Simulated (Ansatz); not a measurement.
# BrHInS: the cost of one run

The runs use Ansatz 0.2.0, Gaussian basis; the settings change from run to run.

## 1. The molecule

An earlier PBE0-D4 in a triple-zeta def2 set relaxation fixed the geometry. In takes a core potential in def2 sets; no spin-orbit term is included.

SMILES `[SH][In][Br]`, 4 atoms, charge 0, spin multiplicity 2.

Atoms are counted from 1 here; the program's logs count them from 0.

Bond lengths: S1–In2 2.430 Å, S1–H4 1.344 Å, In2–Br3 2.505 Å. Angles: In2–S1–H4 92.9°, S1–In2–Br3 116.5°.

## 2. B2GP-PLYP/ANO-RCC-VTZP

Options: multiplicity 4, high accuracy.

Contents of in.yaml:

```yaml
crystal:
  periodic: [false, false, false]
  atoms:
    - {symbol: S, position_ang: [-1.137354, -0.834485, 0.480629]}
    - {symbol: In, position_ang: [0.480249, 0.729583, -0.437097]}
    - {symbol: Br, position_ang: [2.897190, 0.144640, -0.132771]}
    - {symbol: H, position_ang: [-2.184485, -0.100037, 0.068940]}
basis:
  gaussian: {orbitals: ANO-RCC-VTZP}
magnetization: {spin_polarized: true, initial_magnetization: 3}
hamiltonian: {xc: {name: B2GP-PLYP}}
accuracy: high
```

Command:

```bash
$ ansatz run in.yaml --threads 4 --pin off --events-out ev --progress --plain --max-ram 10444MiB
```

**Question.** How long does this run take on 4 threads of Arm Neoverse V1, shared host, and how much memory does it need?

About 65 s, with a peak of 1.3 GiB.
